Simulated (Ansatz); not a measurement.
# F2Ru: the cost of one run

Program: Ansatz 0.2.0, Gaussian basis. Level of theory: UKS PBE0/def2-TZVP. These are calculated values, not measurements.

## 1. Where the work starts

3 atoms, charge 0, spin multiplicity 3.

Atoms are counted from 1 here; the program's logs count them from 0.

Bond lengths: Ru1–F2 1.753 Å, Ru1–F3 1.753 Å. Angles: F2–Ru1–F3 180.0°.

As a file:

```xyz
3
charge 0, multiplicity 3
Ru    0.00000    0.00000    0.00000
F     0.00000    0.00000    1.75269
F     0.00000    0.00000   -1.75269
```

The start was built by rule and, where that kept it together, relaxed with GFN2-xTB. Sticks and bond lists go by distance. No spin-orbit coupling is included. Elements past krypton take def2 core potentials.

## 2. Relaxation

The input, in.yaml:

```yaml
crystal:
  periodic: [false, false, false]
  atoms:
    - {symbol: Ru, position_ang: [0.000000, 0.000000, 0.000000]}
    - {symbol: F, position_ang: [0.000000, 0.000000, 1.752686]}
    - {symbol: F, position_ang: [0.000000, 0.000000, -1.752686]}
basis:
  gaussian: {orbitals: def2-TZVP}
magnetization: {spin_polarized: true, initial_magnetization: 2}
hamiltonian: {xc: pbe0}
relax: {f_tol: 0.004, max_steps: 80}
```

Launch:

```bash
$ ansatz run in.yaml --threads 1 --pin off --events-out ev --progress --plain --max-ram 2176MiB
```

Q: Estimate wall time and peak memory on 1 thread of Arm Neoverse V1, shared host.

About 73 s, with a peak of 0.27 GiB.
